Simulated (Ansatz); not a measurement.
# LiMg: a single-point run

Aim: a sound single-point run of LiMg. The structure is shown as the input types it.

Program: Ansatz 0.2.0. Level of theory: DFT, PBEsol, norm-conserving pseudopotentials, Ansatz's default files, scalar-relativistic. These are calculated values, not measurements.

## (1) The structure to begin with

The structure is cubic, space group Pm-3m (No. 221). The conventional cell has a = 3.415 Å, b = 3.415 Å, c = 3.415 Å, α = 90.00°, β = 90.00°, γ = 90.00°. Around Li (site symmetry m-3m) lie 8 Mg at 2.96 Å. Around Mg (site symmetry m-3m) lie 8 Li at 2.96 Å.

Coordinates:

```
Li Mg
1.0
     3.41533    0.00000    0.00000
     0.00000    3.41533    0.00000
     0.00000    0.00000    3.41533
Li Mg
1 1
Direct
  0.00000 0.00000 0.00000
  0.50000 0.50000 0.50000
```

## (2) The run

Contents of input.yaml:

```yaml
crystal:
  lattice:
    - [3.415326, 0.0, 0.0]
    - [0.0, 3.415326, 0.0]
    - [0.0, 0.0, 3.415326]
  atoms:
    - { symbol: Li, position: [0.0, 0.0, 0.0] }
    - { symbol: Mg, position: [0.5, 0.5, 0.5] }
kpoints:
  mp_grid: { grid: [11, 10, 12] }
scf:
  occupations: { method: fermi_dirac, width: 0.05 }
  max_iter: 60
hamiltonian:
  xc: pbesol
  pseudopotentials: { kind: nc }
output:
  forces: true
  stress: true
  eigenvalues: true
  populations: true
```

The run is started by

```bash
ansatz run input.yaml --threads 1 --pin off --max-ram 2048MiB --backend cpu --events-out ev --progress --plain --runs-dir out
```

Q: Will this input give a usable result? If not, why, and what should change?

The program finished normally, with warnings (symmetry narrowed by mesh). Its log warns: «crystal.symmetry: narrowed to the stabiliser of the k-point mesh — unitary ops 48 → 8; excluded 40 operations that carry a point of the 11×10×12 mesh (shift [0, 0 ...»

Look at the input: kpoints.mp_grid.grid is [11, 10, 12]. The risk: uneven k-mesh. The run converged, but that does not make its result sound.

To check: set kpoints.mp_grid.grid to [11, 11, 11].
